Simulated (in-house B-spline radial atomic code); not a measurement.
# Excited states and polarisability of Ni¹⁰⁺ by several methods

The task here is to estimate one member of a computed series from the others.

Method: linear response of a closed shell, each method with its own adiabatic kernel; spin-free one-electron X2C, finite nucleus; B-spline basis; no spin-orbit coupling, no double excitations; only terms of natural parity, (−1)^L, with L up to 3 are computed. Code: in-house B-spline radial atomic code version 1.

## Starting point

| Item | Value |
| --- | --- |
| element | nickel (Z = 28) |
| charge | +10 |
| configuration | [Ne] 3s2 3p6 |
| runs | TDHF; BSE on G0W0@HF; LDA (VWN5); PBE; PBE0; B3LYP; CAM-B3LYP; LC-ωPBE; ωB97X; HSE06; BHandHLYP; BLYP; PBEsol; BP86; exchange-only LDA; B97-1; RPBE; OLYP |

The outer shells:

Ni¹⁰⁺
```
[Ne] core
3s [↑↓]
3p [↑↓][↑↓][↑↓]
```

The first run:

Settings of the run:

```ini
Z = 28
electrons = 18.0
configuration = [Ne] 3s2 3p6
hamiltonian = x2c
method = hf
box_radius = 9.77
rms_radius = 3.7757
intervals = 69
```

The run is started by

```
$ python run_td.py task.json out
```

The settings of every run stand in task.json; they run in order.

Among the steps run: TDHF.

One of the session's tables, all rows but one given; the rest of the session is left out.

It belongs to the step «TDHF». The states in eV; those that feel the box are left out:

```
   state  full (eV)  Tamm-Dancoff (eV)
3p→3d ³P          ?                  ?
3p→3d ³F     60.138             60.896
3p→3d ¹F     66.016             66.146
3p→3d ¹P     82.886             86.223
3s→3d ³D     112.32             112.42
3s→3d ¹D     119.41             119.57
3p→4s ³P     158.04             158.07
3p→4s ¹P     159.71             159.75
3p→4p ³S     169.71             169.77
3p→4p ³D     172.88             172.92
3p→4p ¹D     173.98             173.99
3p→4p ¹S     179.69             180.05
3p→4d ³P     194.30             194.31
3p→4d ³F     195.58             195.59
```

Q: Estimate the row for 3p→3d ³P from the others.

**Answer.** full (eV): 58.360; Tamm-Dancoff (eV): 58.604. In the column «full (eV)» it is the lowest.
